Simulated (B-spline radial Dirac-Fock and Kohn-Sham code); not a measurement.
**Inner shells of Hf¹⁹⁺**

Wanted for the Hf¹⁹⁺ ion: its X-ray form factor and Compton profile and the binding energy of each subshell.

Method: a free atom or ion on a radial basis; each step names its model; computed with B-spline radial Dirac-Fock and Kohn-Sham code, version 2.

### Step 1. The atom as given

Hafnium as Hf¹⁹⁺, [Kr] 4d10 4f7.

```
nuclear charge     : 72
electrons          : 53
mass number        : 180
nuclear rms radius : 5.347 fm
```

Outer shells as boxes (Hund's rule, for the drawing alone; heavy ions are jj-coupled, and the calculation averages over the configuration):

```
[Kr] core
4d [↑↓][↑↓][↑↓][↑↓][↑↓]
4f [↑ ][↑ ][↑ ][↑ ][↑ ][↑ ][↑ ]
```

### Step 2. Form factor and Compton profile

Model: Dirac-Fock average of configuration, finite nucleus; form factor of the spherical density, Waller-Hartree incoherent function, impulse-approximation Compton profiles.

Recorded inputs:

```ini
task = scatter
Z = 72
charge = 19
configuration = 1s2 2s2 2p6 3s2 3p6 3d10 4s2 4p6 4d10 4f7
mass_number = 180
rms_radius = 5.347  # fm
s = [0.0, 0.03, 0.04, 0.05, 0.06, 0.08, 0.1, 0.13, 0.16, 0.2, 0.26, 0.33, 0.41, 0.52, 0.66, 0.83, 1.05, 1.33, 1.67, 2.12, 2.67, 3.38, 4.27]  # 1/A
pz = [0, 0.1, 0.2, 0.3, 0.4, 0.5, 0.6, 0.8, 1.0, 1.2, 1.4, 1.6, 1.8, 2.0, 2.5, 3.0, 4.0, 5.0, 7.0, 10.0, 15.0, 20.0, 30.0, 40.0, 60.0, 100.0]  # a.u.
photon_energy = [5000, 17479.3, 20000, 30000, 50000, 100000, 500000, 1000000]  # eV
```

### Step 3. Binding energies

Model: Dirac-Fock average of configuration, Delta-SCF, finite nucleus, first-order Breit with its frequency dependence, self-energy and vacuum polarisation.

Settings, as recorded:

```ini
task = binding
```

Q: Predict the outcome of this session. Wanted: rms radius of the electron cloud; form factor halves at; Compton profile at zero; deepest level listed, K; least bound, N6,7; Kα1.

As calculated:

| quantity | value |
| --- | --- |
| rms radius of the electron cloud | 0.388 bohr |
| form factor halves at | 0.93 1/Å |
| Compton profile at zero | 3.339 1/a.u. |
| deepest level listed, K (1s) | 65862.5 eV |
| least bound, N6,7 (4f) | 494.4 eV |
| Kα1 | 55780.1 eV |
| ionisation energy, NIST (theoretical) | 520.000 eV |

**Reading.** f falls from 53 to half of that at s = 0.93 1/Å. Incoherent scattering outweighs coherent from 500 keV on, among the energies asked. The K (1s) level lies 73.0 eV under Koopmans' value by relaxation alone; Breit gives -209.22 and QED -109.41 eV. NIST's ionisation energy differs by +25.56 eV from the least binding energy, within its stated uncertainty. The Hartree-Fock and Dirac-Fock values hold no electron correlation.
